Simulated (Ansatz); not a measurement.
# C3H5AlO2: one species, many methods

The task here is to estimate one member of a computed series from the others.

The runs use Ansatz 0.2.0, Gaussian basis; functionals in def2-TZVPP, the program's frozen cores in correlated methods.

Levels to be run: LDA (SPW92), PBE-D4, revPBE-D4, BLYP-D4, r2SCAN-D4, B97M-V, PBE0-D4, B3LYP-D4, r2SCANh-D4, r2SCAN0-D4, HSE06-D4, BHLYP-D4, CAM-B3LYP-D4, LC-ωPBE, ωB97X-V, ωB97M-V, B2PLYP, PBE-QIDH; CCSD(T)/def2-SVP; CCSD(T)/def2-TZVPP; MP2/def2-QZVPP; extrapolation to the limit; RPA on PBE.

### Structure used throughout

All runs share one geometry, relaxed beforehand with PBE0-D4 in a triple-zeta def2 set.

SMILES `C#CO[CH2][AlH][OH]`, 11 atoms, charge 0, spin multiplicity 1.

Atoms are counted from 1 here; the program's logs count them from 0.

Bond lengths: C1–C2 1.215 Å, C1–H7 1.065 Å, C2–O3 1.271 Å, O3–C4 1.513 Å, C4–Al5 2.039 Å, C4–H8 1.091 Å, C4–H9 1.091 Å, Al5–O6 1.705 Å, Al5–H10 1.580 Å, O6–H11 0.955 Å. Angles: C2–C1–H7 168.4°, C1–C2–O3 169.6°, C2–O3–C4 104.6°, O3–C4–Al5 102.5°, O3–C4–H8 105.0°, O3–C4–H9 104.7°, Al5–C4–H8 117.1°, Al5–C4–H9 117.3°, H8–C4–H9 108.5°, C4–Al5–O6 118.3°, C4–Al5–H10 120.3°, O6–Al5–H10 115.7°, Al5–O6–H11 124.6°.

Coordinates:

| atom | x (Å) | y (Å) | z (Å) |
| --- | --- | --- | --- |
| C1 | -0.56352 | 1.29758 | 1.25123 |
| C2 | -1.14889 | 0.27683 | 0.94995 |
| O3 | -1.59537 | -0.81413 | 0.47529 |
| C4 | -0.68367 | -1.12402 | -0.69137 |
| Al5 | 0.68015 | 0.38951 | -0.60163 |
| O6 | 2.22707 | 0.04817 | 0.02794 |
| H7 | -0.21442 | 2.22012 | 1.65266 |
| H8 | -1.33941 | -1.15018 | -1.56313 |
| H9 | -0.32260 | -2.13556 | -0.49865 |
| H10 | 0.60821 | 1.58903 | -1.62684 |
| H11 | 2.41775 | -0.65446 | 0.64527 |

The first run:

Input file in.yaml:

```yaml
crystal:
  periodic: [false, false, false]
  atoms:
    - {symbol: C, position_ang: [-0.563520, 1.297585, 1.251226]}
    - {symbol: C, position_ang: [-1.148889, 0.276828, 0.949953]}
    - {symbol: O, position_ang: [-1.595370, -0.814132, 0.475286]}
    - {symbol: C, position_ang: [-0.683671, -1.124021, -0.691374]}
    - {symbol: Al, position_ang: [0.680151, 0.389511, -0.601632]}
    - {symbol: O, position_ang: [2.227071, 0.048173, 0.027937]}
    - {symbol: H, position_ang: [-0.214423, 2.220121, 1.652659]}
    - {symbol: H, position_ang: [-1.339407, -1.150178, -1.563129]}
    - {symbol: H, position_ang: [-0.322603, -2.135561, -0.498652]}
    - {symbol: H, position_ang: [0.608214, 1.589033, -1.626844]}
    - {symbol: H, position_ang: [2.417748, -0.654459, 0.645269]}
basis:
  gaussian: {orbitals: def2-TZVPP}
hamiltonian: {xc: lda}
output: {orbitals: {seedname: orbitals}}
```

Steps of the session up to this table: LDA; PBE-D4 (GGA); revPBE-D4 (GGA); BLYP-D4 (GGA); r2SCAN-D4 (meta-GGA); B97M-V (meta-GGA); PBE0-D4 (hybrid); B3LYP-D4 (hybrid); r2SCANh-D4 (hybrid); r2SCAN0-D4 (hybrid); HSE06-D4 (hybrid); BHLYP-D4 (hybrid); CAM-B3LYP-D4 (range-separated); LC-ωPBE (range-separated); ωB97X-V (range-separated); ωB97M-V (range-separated); B2PLYP (double hybrid); PBE-QIDH (double hybrid).

One of the session's tables, all rows but one given; the rest of the session is left out.

It belongs to the step «Orbital energies across the functionals». 

```
  functional  HOMO (eV)  gap (eV)
 LDA (SPW92)      -6.64      4.64
      PBE-D4      -6.50      4.76
   revPBE-D4      -6.44      4.81
     BLYP-D4      -6.38      4.78
   r2SCAN-D4      -6.78      5.35
      B97M-V      -6.84      5.45
     PBE0-D4      -7.82      7.07
    B3LYP-D4      -7.60      6.62
  r2SCANh-D4      -7.27      6.19
  r2SCAN0-D4      -8.01      7.44
    HSE06-D4      -7.42      6.29
    BHLYP-D4      -9.03      9.30
CAM-B3LYP-D4      -9.19      9.52
     LC-ωPBE     -10.55     12.06
     ωB97X-V          ?         ?
     ωB97M-V     -10.06     11.22
```

Estimate the missing values for ωB97X-V.

The run gave: HOMO (eV): -10.18; gap (eV): 11.58. In the column «HOMO (eV)» it lies between LC-ωPBE (-10.55) and ωB97M-V (-10.06).
